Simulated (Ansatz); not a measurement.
**CH2AlClO: how energies converge with the basis set**

How large a basis does CH2AlClO need? Two functionals are run in growing sets.

The runs use Ansatz 0.2.0, Gaussian basis; one geometry, several basis sets.

Plan: PBE0-D4/def2-SVP; ωB97M-V/def2-SVP; PBE0-D4/def2-QZVPP; ωB97M-V/def2-QZVPP; the functionals' def2-TZVPP values are taken from earlier runs.

## Step 1: The geometry

The geometry comes from an earlier relaxation with PBE0-D4 in a triple-zeta def2 set; it is a stationary point.

SMILES `[Cl][Al]1[CH2][O]1`, 6 atoms, charge 0, spin multiplicity 1.

Atoms are counted from 1 here; the program's logs count them from 0.

Bond lengths: Cl1–Al2 2.065 Å, Al2–C3 1.870 Å, Al2–O4 1.694 Å, C3–O4 1.500 Å, C3–H5 1.090 Å, C3–H6 1.090 Å. Angles: Cl1–Al2–C3 170.3°, Cl1–Al2–O4 140.3°, C3–Al2–O4 49.5°, Al2–C3–O4 59.1°, Al2–C3–H5 123.5°, Al2–C3–H6 123.5°, O4–C3–H5 112.5°, O4–C3–H6 112.5°, H5–C3–H6 111.3°, Al2–O4–C3 71.4°.

As a file:

```xyz
6

Cl   -2.1208   -2.1493    0.4468
Al   -0.6829   -0.7070    0.1038
C     0.6244    0.6303    0.1088
O     0.1418    0.0306   -1.1786
H     1.6819    0.4377    0.2883
H     0.3977    1.6935    0.1847
```

## Step 2: PBE0-D4 in def2-SVP

in.yaml reads:

```yaml
crystal:
  periodic: [false, false, false]
  atoms:
    - {symbol: Cl, position_ang: [-2.120755, -2.149256, 0.446810]}
    - {symbol: Al, position_ang: [-0.682921, -0.707001, 0.103800]}
    - {symbol: C, position_ang: [0.624389, 0.630282, 0.108767]}
    - {symbol: O, position_ang: [0.141768, 0.030611, -1.178593]}
    - {symbol: H, position_ang: [1.681917, 0.437727, 0.288273]}
    - {symbol: H, position_ang: [0.397702, 1.693535, 0.184744]}
basis:
  gaussian: {orbitals: def2-SVP}
hamiltonian: {xc: pbe0, dispersion: d4}
output: {orbitals: {seedname: orbitals}}
```

On the command line:

```console
$ ansatz run in.yaml --threads 2 --pin off --events-out ev --progress --plain --max-ram 4352MiB
```

What it wrote:

```text
Functional definition: PBE0
  name "PBE0"
  cite "Adamo & Barone, J. Chem. Phys. 110, 6158 (1999) doi:10.1063/1.478522"
  cite "Perdew, Burke & Ernzerhof, Phys. Rev. Lett. 77, 3865 (1996) doi:10.1103/PhysRevLett.77.3865"
  parent pbe
  parameter a = 0.25
  parameter kappa = 0.804
  parameter beta = 0.06672455060314922
  exchange = (1 - a)*pbe_x(kappa = kappa, mu = beta*pi^2/3) + a*exact_x
  correlation = pbe_c(beta = beta)
697 factors; integrals over basis functions are off by at most 9.7e-4 eV
mean field evaluation 1: about -22211.2333 eV, gradient 5.3e1 eV
mean field evaluation 2: about -22170.7985 eV, gradient 1.4e2 eV
mean field evaluation 4: about -22217.4603 eV, gradient 1.1e1 eV
mean field evaluation 8: about -22217.8841 eV, gradient 6.8e-1 eV
mean field evaluation 16: about -22217.8856 eV, gradient 6.5e-5 eV
mean field -22217.88555034 eV, -816.4922341513 hartree, gradient 1.6e-5 eV, S^2 0.000000; 0 other end points of the search recorded, 0 dependent functions left out
reference -22217.88557664 eV, -816.4922351177 hartree; 23, 23 occupied and 51, 51 virtual orbitals, 697 factors
Total energy: -22217.97988812 eV, -816.4957010007 hartree
```

Run time: 1.1 s. Hardware: 2 threads of Arm Neoverse V1, shared host.

## Step 3: ωB97M-V in def2-SVP

Changes to in.yaml since step 2:

```diff
@@ -11,3 +11,3 @@
   gaussian: {orbitals: def2-SVP}
-hamiltonian: {xc: pbe0, dispersion: d4}
+hamiltonian: {xc: {name: wB97M-V}}
 output: {orbitals: {seedname: orbitals}}
```

Same command.

What it wrote, shortened:

```text
Functional definition: wB97M-V
  name "wB97M-V"
  cite "Mardirossian & Head-Gordon, J. Chem. Phys. 144, 214110 (2016) doi:10.1063/1.4952647"
  cite "Becke, J. Chem. Phys. 107, 8554 (1997) doi:10.1063/1.475007"
  cite "Vydrov & Van Voorhis, J. Chem. Phys. 133, 244103 (2010) doi:10.1063/1.3521275"
  # Of w^i u^j: cxij and so on, Table III.
[...]
  gx(w, u) = 1 - cx + cx01*u + cx10*w
  gss(w, u) = css00 + css04*u^4 + css10*w + css20*w^2 + css43*w^4*u^3
  gos(w, u) = cos00 + cos10*w + (cos20 + cos21*u)*w^2 + (cos60 + cos61*u)*w^6
[...]
      + integral(e_c_pw_mod_opposite_spin*gos(b97_w_opposite, b97_u_opposite)) + vv10(b, c)
697 factors; integrals over basis functions are off by at most 9.7e-4 eV
192 factors; integrals over basis functions are off by at most 7.5e-6 eV
[...]
mean field -22226.56612177 eV, -816.8112392673 hartree, gradient 1.2e-5 eV, S^2 0.000000; 0 other end points of the search recorded, 0 dependent functions left out
reference -22226.56616309 eV, -816.8112407859 hartree; 23, 23 occupied and 51, 51 virtual orbitals, 697 factors
Total energy: -22226.56616309 eV, -816.8112407859 hartree
```

Run time: 5.5 s. Hardware: 2 threads of Arm Neoverse V1, shared host.

## Step 4: PBE0-D4 in def2-QZVPP

Changes to in.yaml since step 3:

```diff
@@ -10,4 +10,4 @@
 basis:
-  gaussian: {orbitals: def2-SVP}
-hamiltonian: {xc: {name: wB97M-V}}
+  gaussian: {orbitals: "def2-QZVPP.json"}
+hamiltonian: {xc: pbe0, dispersion: d4}
 output: {orbitals: {seedname: orbitals}}
```

Same command.

What it wrote:

```text
Functional definition: PBE0
  name "PBE0"
  cite "Adamo & Barone, J. Chem. Phys. 110, 6158 (1999) doi:10.1063/1.478522"
  cite "Perdew, Burke & Ernzerhof, Phys. Rev. Lett. 77, 3865 (1996) doi:10.1103/PhysRevLett.77.3865"
  parent pbe
  parameter a = 0.25
  parameter kappa = 0.804
  parameter beta = 0.06672455060314922
  exchange = (1 - a)*pbe_x(kappa = kappa, mu = beta*pi^2/3) + a*exact_x
  correlation = pbe_c(beta = beta)
1244 factors; their error is unknown
mean field evaluation 1: about -22220.4901 eV, gradient 6.3e1 eV
mean field evaluation 2: about -22165.6039 eV, gradient 1.6e2 eV
mean field evaluation 4: about -22228.6707 eV, gradient 1.5e1 eV
mean field evaluation 8: about -22229.1089 eV, gradient 2.2e-1 eV
mean field evaluation 16: about -22229.1273 eV, gradient 1.1e-4 eV
mean field -22229.12728991 eV, -816.9053604604 hartree, gradient 2.2e-5 eV, S^2 0.000000; 0 other end points of the search recorded, 0 dependent functions left out
reference -22229.12732517 eV, -816.9053617564 hartree; 23, 23 occupied and 291, 291 virtual orbitals, 1244 factors
Total energy: -22229.22163665 eV, -816.9088276394 hartree
```

Run time: 6.5 s. Hardware: 2 threads of Arm Neoverse V1, shared host; peak memory 0.77 GiB.

## Step 5: ωB97M-V in def2-QZVPP

Changes to in.yaml since step 4:

```diff
@@ -11,3 +11,3 @@
   gaussian: {orbitals: "def2-QZVPP.json"}
-hamiltonian: {xc: pbe0, dispersion: d4}
+hamiltonian: {xc: {name: wB97M-V}}
 output: {orbitals: {seedname: orbitals}}
```

The command is unchanged.

What it wrote, shortened:

```text
Functional definition: wB97M-V
  name "wB97M-V"
  cite "Mardirossian & Head-Gordon, J. Chem. Phys. 144, 214110 (2016) doi:10.1063/1.4952647"
  cite "Becke, J. Chem. Phys. 107, 8554 (1997) doi:10.1063/1.475007"
  cite "Vydrov & Van Voorhis, J. Chem. Phys. 133, 244103 (2010) doi:10.1063/1.3521275"
  # Of w^i u^j: cxij and so on, Table III.
[...]
  gx(w, u) = 1 - cx + cx01*u + cx10*w
  gss(w, u) = css00 + css04*u^4 + css10*w + css20*w^2 + css43*w^4*u^3
  gos(w, u) = cos00 + cos10*w + (cos20 + cos21*u)*w^2 + (cos60 + cos61*u)*w^6
[...]
      + integral(e_c_pw_mod_opposite_spin*gos(b97_w_opposite, b97_u_opposite)) + vv10(b, c)
1185 factors; their error is unknown
262 factors; integrals over basis functions are off by at most 2.3e-5 eV
[...]
mean field -22237.81114888 eV, -817.2244863917 hartree, gradient 6.6e-5 eV, S^2 0.000000; 0 other end points of the search recorded, 0 dependent functions left out
reference -22237.81120592 eV, -817.2244884876 hartree; 23, 23 occupied and 291, 291 virtual orbitals, 1185 factors
Total energy: -22237.81120592 eV, -817.2244884876 hartree
```

Wall time 16 s (2 threads of Arm Neoverse V1, shared host); peak memory 0.93 GiB.

## Step 6: Density functionals: the series

The def2-TZVPP values come from earlier runs at the same geometry.

```
functional       basis  functions  energy (eV)  from the largest (eV)  HOMO (eV)  LUMO (eV)
   PBE0-D4    def2-SVP         74  -22217.9799                 11.242      -6.76      -1.44
   PBE0-D4  def2-TZVPP        174  -22228.4677                  0.754      -6.85      -1.55
   PBE0-D4  def2-QZVPP        314  -22229.2216                  0.000      -6.88      -1.62
   ωB97M-V    def2-SVP         74  -22226.5662                 11.245      -8.98       0.38
   ωB97M-V  def2-TZVPP        174  -22237.0897                  0.722      -9.09       0.21
   ωB97M-V  def2-QZVPP        314  -22237.8112                  0.000      -9.12       0.02
```

## Step 7: Results

| quantity | value |
| --- | --- |
| PBE0-D4: double and triple zeta above quadruple | 11.24, 0.75 eV |
| ωB97M-V: double and triple zeta above quadruple | 11.25, 0.72 eV |

PBE0-D4 gains 10.49 eV from double to triple zeta, then 0.75 eV more. Total energies overstate the basis error of differences, where much of it tends to cancel.

For PBE0-D4 the largest set took about 6 times as long as the smallest (6.5 s against 1.1 s).
